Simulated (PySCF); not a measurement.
# C3H2F2OSi: the cost of one run

Programs: PySCF 2.14.0, with density-fitted response routines of our own. Each step states its level of theory. These are calculated values for one molecule in the gas phase, unless marked as measured. Atoms are numbered from 0 throughout.

## (1) The starting structure

9 atoms, charge 0, multiplicity 1; geometry from: GFN2-xTB. The atoms were then displaced at random by about 0.01 Å, so the start is not that level's minimum.

Bonds of the start (Å): C0–C1 1.21, C1–C2 1.44, C2–O3 1.22, C2–Si4 1.91, Si4–F5 1.61, Si4–F6 1.60, C0–H7 1.07, Si4–H8 1.42.

## (2) Relaxing the molecule at PBE0-D3(BJ)/def2-SVP

What the job is given:

```
{"job": {"xc": "PBE0", "basis": "def2-SVP", "d3": "d3bj", "grid": 1, "shake": 0.01, "kind": "geom"}, "charge": 0, "multiplicity": 1}
C      2.061970     0.961910     0.284670
C      1.314120     0.120580    -0.149070
C      0.376890    -0.851840    -0.653560
O      0.760000    -1.951590    -1.022670
Si    -1.437240    -0.247160    -0.678100
F     -1.816320     0.259020     0.801530
F     -1.485340     1.121730    -1.497070
H      2.698040     1.738520     0.646940
H     -2.414300    -1.168340    -1.135270
```

Launch:

```bash
$ OMP_NUM_THREADS=1 python probes_run.py task.json out
```

One launch serves the whole session: the jobs run in the order shown.

Q: Estimate the wall time and peak memory of this first job on 1 thread of Arm Neoverse V1, shared host.

About 41 s, with a peak of 0.45 GiB.
